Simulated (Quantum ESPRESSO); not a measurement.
# MgBe5 under changes of volume

One of the cells (8.863 Å³/atom); the others are scaled copies at fixed shape and fractional positions:

```
Mg Be
1.0
     4.23603    0.00000    0.00000
    -2.11802    3.66851    0.00000
     0.00000    0.00000    3.42205
Mg Be
1 5
Direct
  0.00000 0.00000 0.00000
  0.33333 0.66667 0.00000
  0.66667 0.33333 0.00000
  0.50000 0.00000 0.50000
  0.50000 0.50000 0.50000
  0.00000 0.50000 0.50000
```

The cell was built by a generator and needn't be a form met in nature.

| Property | Result |
| --- | --- |
| Program | Quantum ESPRESSO 7.5 |
| Functional | PBEsol |
| Dispersion | D2 |
| Potentials or basis | PseudoDojo 0.5 SR PBE standard |
| Cutoff | 1197 eV |
| Density cutoff | 4789 eV |
| k mesh | 7 × 7 × 8 |
| Occupations | fermi-dirac, width 0.2 eV |
| Spin | no spin polarisation |

```tsv
volume (Å³/atom)	energy over the lowest point (meV/atom)	pressure (GPa)
8.331	94.90	23.6
8.509	70.88	20.2
8.686	50.46	17.0
8.863	33.40	14.1
9.040	?	?
9.218	8.38	8.9
9.395	0.00	6.6
```

What does the run at 9.040 Å³/atom give?

Energy over the lowest point 19.45 meV/atom; pressure 11.4 GPa.

Worked out: A Birch-Murnaghan fit of order 3 (a polynomial in V^(-2/3)) to the other rows has no minimum within the range. It gives 19.47 meV/atom at 9.040 Å³/atom, against the run's 19.45, and -dE/dV = 11.3 GPa, against 11.4.

Energies are extrapolated to zero smearing.

Caveats: D2 keeps the scale fitted for PBE; the potentials were made for another functional, which shifts forces and pressure; pairwise dispersion overbinds metals, which lowers pressure and volume.
